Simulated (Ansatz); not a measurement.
**CH5Ge+ (triplet): the correlation ladder, cc-pVDZ**

The task here is to estimate one member of a computed series from the others.

The runs use Ansatz 0.2.0, Gaussian basis; cc-pVDZ, core rule «outside noble gas», up to 15 orbitals frozen.

Plan: UHF; CCSD(T) on ROHF; CCSD(T) on UHF; BCCD(T) on ROHF; CISD; CCSDT(Q) on ROHF; CCSDT(Q) on UHF.

4 further runs of the same task are left out: 4 set aside as unsound or not needed.

## The geometry

The geometry is a PBE0/def2-TZVP stationary point (not a proven minimum) of the parent state, kept for this charge and spin. No spin-orbit coupling is included. The filled d shell of Ge may be among the frozen orbitals whatever the setting's name suggests; the logs give the count.

7 atoms, charge 1, spin multiplicity 3.

Atoms are counted from 1 here; the program's logs count them from 0.

Bond lengths: Ge1–C2 1.960 Å, Ge1–H3 1.546 Å, Ge1–H4 1.546 Å, C2–H5 1.090 Å, C2–H6 1.093 Å, C2–H7 1.090 Å. Angles: C2–Ge1–H3 111.3°, C2–Ge1–H4 111.3°, H3–Ge1–H4 109.6°, Ge1–C2–H5 110.3°, Ge1–C2–H6 109.7°, Ge1–C2–H7 110.3°, H5–C2–H6 108.8°, H5–C2–H7 109.0°, H6–C2–H7 108.8°.

The first run:

in.yaml

```yaml
crystal:
  periodic: [false, false, false]
  atoms:
    - {symbol: Ge, position_ang: [-0.030083, 0.000000, 0.327556]}
    - {symbol: C, position_ang: [0.055764, 0.000000, -1.630617]}
    - {symbol: H, position_ang: [0.636940, -1.262999, 0.919344]}
    - {symbol: H, position_ang: [0.636941, 1.262999, 0.919344]}
    - {symbol: H, position_ang: [-0.435069, 0.887264, -2.030634]}
    - {symbol: H, position_ang: [1.099792, 0.000000, -1.953064]}
    - {symbol: H, position_ang: [-0.435069, -0.887263, -2.030634]}
basis:
  gaussian: {orbitals: cc-pVDZ}
total_charge: 1
magnetization: {spin_polarized: true, initial_magnetization: 2}
hamiltonian: {xc: hf}
output: {orbitals: {seedname: orbitals}}
```

The run is started by

```console
ansatz run in.yaml --threads 1 --pin off --events-out ev --progress --plain --max-ram 4096MiB --backend cpu
```

Steps of the session up to this table: UHF; CCSD(T) on ROHF; CCSD(T) on UHF; BCCD(T) on ROHF; CISD; CCSDT(Q) on ROHF; CCSDT(Q) on UHF.

One of the session's tables, all rows but one given; the rest of the session is left out.

```
   method  from UCCSDT(Q) (kcal/mol)
     ROHF                    +160.77
      UHF                    +157.96
     RMP2                          ?
     UMP2                     +31.28
    RCCSD                      +4.97
    UCCSD                      +4.75
 RCCSD(T)                      +1.10
 UCCSD(T)                      +0.94
  BCCD(T)                      +1.08
   RCCSDT                      +0.32
   UCCSDT                      +0.15
RCCSDT(Q)                      +0.19
UCCSDT(Q)                          0
```

Q: Estimate the row for RMP2 from the others.

As computed: from UCCSDT(Q) (kcal/mol): +31.45. In the column «from UCCSDT(Q) (kcal/mol)» it lies between UMP2 (+31.28) and UHF (+157.96).

Not comparable, so not listed: CISD (they don't share determinant, frozen orbitals or solution with the rows shown, or repeat one).

To keep in mind: Restricted and unrestricted rows rest on different reference determinants; where their highest levels disagree by more than a few hundredths of an eV, they describe different states and don't form one ladder.
